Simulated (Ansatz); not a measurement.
# SiTi: the cost of one run

Method: def2-TZVPP, core rule «outside noble gas», up to 14 orbitals frozen; program: Ansatz 0.2.0, Gaussian basis.

To be run: UHF; ROHF; CCSD(T) on UHF.

2 further runs of the same task are left out: 2 set aside as unsound or not needed.

## (1) The geometry

The geometry is a PBE0/def2-TZVP stationary point (not a proven minimum) of the parent state, kept for this charge and spin.

2 atoms, charge 0, spin multiplicity 3.

Atoms are counted from 1 here; the program's logs count them from 0.

Bond lengths: Ti1–Si2 2.187 Å.

Geometry (Å):

```xyz
2
SiTi
Ti    0.00000    0.00000    0.00000
Si    0.00000    0.00000    2.18744
```

## (2) UHF

Input file in.yaml:

```yaml
crystal:
  periodic: [false, false, false]
  atoms:
    - {symbol: Ti, position_ang: [0.000000, 0.000000, 0.000000]}
    - {symbol: Si, position_ang: [0.000000, 0.000000, 2.187442]}
basis:
  gaussian: {orbitals: def2-TZVPP}
magnetization: {spin_polarized: true, initial_magnetization: 2}
hamiltonian: {xc: hf}
output: {orbitals: {seedname: orbitals}}
```

The run is started by

```
$ ansatz run in.yaml --threads 1 --pin off --events-out ev --progress --plain --max-ram 4096MiB --backend cpu
```

What time and memory should one allow on 1 thread of AMD EPYC 7R13, shared host?

About 69 s, with a peak of 0.31 GiB.
